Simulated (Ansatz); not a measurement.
# Al2Pt: the cost of one run

Computed with Ansatz 0.2.0 (DFT PBE, with the methods named in each step, unless a step's input says otherwise).

## Step 1: The system as given

It takes space group Fm-3m (No. 225, cubic). The conventional cell has a = 5.910 Å, b = 5.910 Å, c = 5.910 Å, α = 90.00°, β = 90.00°, γ = 90.00°. Around Al (site symmetry -43m) lie 4 Pt at 2.56 Å. Pt (site symmetry m-3m) is surrounded by 8 Al at 2.56 Å.

Structure file:

```
CELL_PARAMETERS angstrom
0.00000 2.95500 2.95500
2.95500 0.00000 2.95500
2.95500 2.95500 0.00000
ATOMIC_POSITIONS crystal
Al 0.25000 0.25000 0.25000
Al 0.75000 0.75000 0.75000
Pt 0.00000 0.00000 0.00000
```

Atoms are numbered in the order of the input: Al1, Al2, Pt3.

## Step 2: Cell and atoms relaxed, PAW

Input file input.yaml:

```yaml
crystal:
  lattice:
    - [0.0, 2.955, 2.955]
    - [2.955, 0.0, 2.955]
    - [2.955, 2.955, 0.0]
  atoms:
    - { symbol: Al, position: [0.25, 0.25, 0.25] }
    - { symbol: Al, position: [0.75, 0.75, 0.75] }
    - { symbol: Pt, position: [0.0, 0.0, 0.0] }
kpoints:
  mp_grid: { grid: [11, 11, 11] }
scf:
  occupations: { method: fermi_dirac, width: 0.05 }
hamiltonian:
  xc: pbe
  pseudopotentials: { kind: paw }
output:
  forces: true
  stress: true
relax:
  f_tol: 0.005
  max_steps: 50
  cell: {}
```

Started as:

```console
> ansatz run input.yaml --threads 1 --pin off --max-ram 3072MiB --backend cpu --events-out ev --progress --plain --runs-dir out
```

Q: Estimate wall time and peak memory on 1 thread of Intel Xeon Platinum 8259CL at 2.50GHz (Skylake/Cascade Lake), shared host.

About 13 s, with a peak of 0.41 GiB.
